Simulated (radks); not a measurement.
**Fractional charge and spin in the 2p shell of magnesium**

Aim: the energy as the spin-up occupation of 2p runs from 2 to 3 and the spin-down one from 2 to 3, against the two flat planes that join the four corners. Added charge counts from the emptiest corner (up 2, down 2).

Method: scalar-relativistic Kohn-Sham, LDA (Slater exchange, Perdew-Wang correlation), spin-polarised, spherical densities, finite nucleus. Code: radks (a radial shooting solver on a logarithmic mesh, Libxc functionals) version 1.

## Step 1: What is computed

```
element            : magnesium (Z = 12)
configuration      : [He] 2s2 2p(up 3, down 3)
nuclear rms radius : 3.057 fm
```

A shell typed twice in an input gives spin up, then spin down.

## Step 2: 2p: up 3, down 3

Input:

```text
Z 12
configuration [He] 2s2 2p3 2p3
relativity scalar-relativistic
functional lda,pw
spin polarised
nucleus finite rms 3.057 fm
c 137.035999084
```

## Step 3: 2p: up 3, down 2.75

Input:

```text
Z 12
configuration [He] 2s2 2p3 2p2.75
relativity scalar-relativistic
functional lda,pw
spin polarised
nucleus finite rms 3.057 fm
c 137.035999084
```

## Step 4: 2p: up 3, down 2.5

Input:

```text
Z 12
configuration [He] 2s2 2p3 2p2.5
relativity scalar-relativistic
functional lda,pw
spin polarised
nucleus finite rms 3.057 fm
c 137.035999084
```

## Step 5: 2p: up 3, down 2.25

Input:

```text
Z 12
configuration [He] 2s2 2p3 2p2.25
relativity scalar-relativistic
functional lda,pw
spin polarised
nucleus finite rms 3.057 fm
c 137.035999084
```

## Step 6: 2p: up 3, down 2

Input:

```text
Z 12
configuration [He] 2s2 2p3 2p2
relativity scalar-relativistic
functional lda,pw
spin polarised
nucleus finite rms 3.057 fm
c 137.035999084
```

## Step 7: 2p: up 2.75, down 2.75

Input:

```text
Z 12
configuration [He] 2s2 2p2.75 2p2.75
relativity scalar-relativistic
functional lda,pw
spin polarised
nucleus finite rms 3.057 fm
c 137.035999084
```

## Step 8: 2p: up 2.75, down 2.5

Input:

```text
Z 12
configuration [He] 2s2 2p2.75 2p2.5
relativity scalar-relativistic
functional lda,pw
spin polarised
nucleus finite rms 3.057 fm
c 137.035999084
```

## Step 9: 2p: up 2.75, down 2.25

Input:

```text
Z 12
configuration [He] 2s2 2p2.75 2p2.25
relativity scalar-relativistic
functional lda,pw
spin polarised
nucleus finite rms 3.057 fm
c 137.035999084
```

## Step 10: 2p: up 2.75, down 2

Input:

```text
Z 12
configuration [He] 2s2 2p2.75 2p2
relativity scalar-relativistic
functional lda,pw
spin polarised
nucleus finite rms 3.057 fm
c 137.035999084
```

## Step 11: 2p: up 2.5, down 2.5

Input:

```text
Z 12
configuration [He] 2s2 2p2.5 2p2.5
relativity scalar-relativistic
functional lda,pw
spin polarised
nucleus finite rms 3.057 fm
c 137.035999084
```

## Step 12: 2p: up 2.5, down 2.25

Input:

```text
Z 12
configuration [He] 2s2 2p2.5 2p2.25
relativity scalar-relativistic
functional lda,pw
spin polarised
nucleus finite rms 3.057 fm
c 137.035999084
```

## Step 13: 2p: up 2.5, down 2

Input:

```text
Z 12
configuration [He] 2s2 2p2.5 2p2
relativity scalar-relativistic
functional lda,pw
spin polarised
nucleus finite rms 3.057 fm
c 137.035999084
```

## Step 14: 2p: up 2.25, down 2.25

Input:

```text
Z 12
configuration [He] 2s2 2p2.25 2p2.25
relativity scalar-relativistic
functional lda,pw
spin polarised
nucleus finite rms 3.057 fm
c 137.035999084
```

## Step 15: 2p: up 2.25, down 2

Input:

```text
Z 12
configuration [He] 2s2 2p2.25 2p2
relativity scalar-relativistic
functional lda,pw
spin polarised
nucleus finite rms 3.057 fm
c 137.035999084
```

## Step 16: 2p: up 2, down 2

Input:

```text
Z 12
configuration [He] 2s2 2p2 2p2
relativity scalar-relativistic
functional lda,pw
spin polarised
nucleus finite rms 3.057 fm
c 137.035999084
```

What does the calculation give? Wanted: for each run, down \ up; 2; 2.25; 2.5; 2.75; 3.

As calculated:

| down \ up | 2 | 2.25 | 2.5 | 2.75 | 3 |
| --- | --- | --- | --- | --- | --- |
| 2 | 0.000 | -2.955 | -3.914 | -2.916 | 0.000 |
| 2.25 | -2.955 | -3.731 | -2.563 | 0.511 | -2.646 |
| 2.5 | -3.914 | -2.563 | 0.682 | -2.317 | -3.501 |
| 2.75 | -2.916 | 0.511 | -2.317 | -3.342 | -2.605 |
| 3 | 0.000 | -2.646 | -3.501 | -2.605 | 0.000 |

What this shows: The table gives the energy in eV minus the planes, whose edge runs along up + down = one added electron; mirror points follow by spin symmetry. With half an added electron in each spin it lies 0.68 eV above the planes. With half an electron added in spin up alone it lies 3.91 eV below them. The planes are only a guide here: the condition holds for ground states with one frontier orbital, and this shell is degenerate.
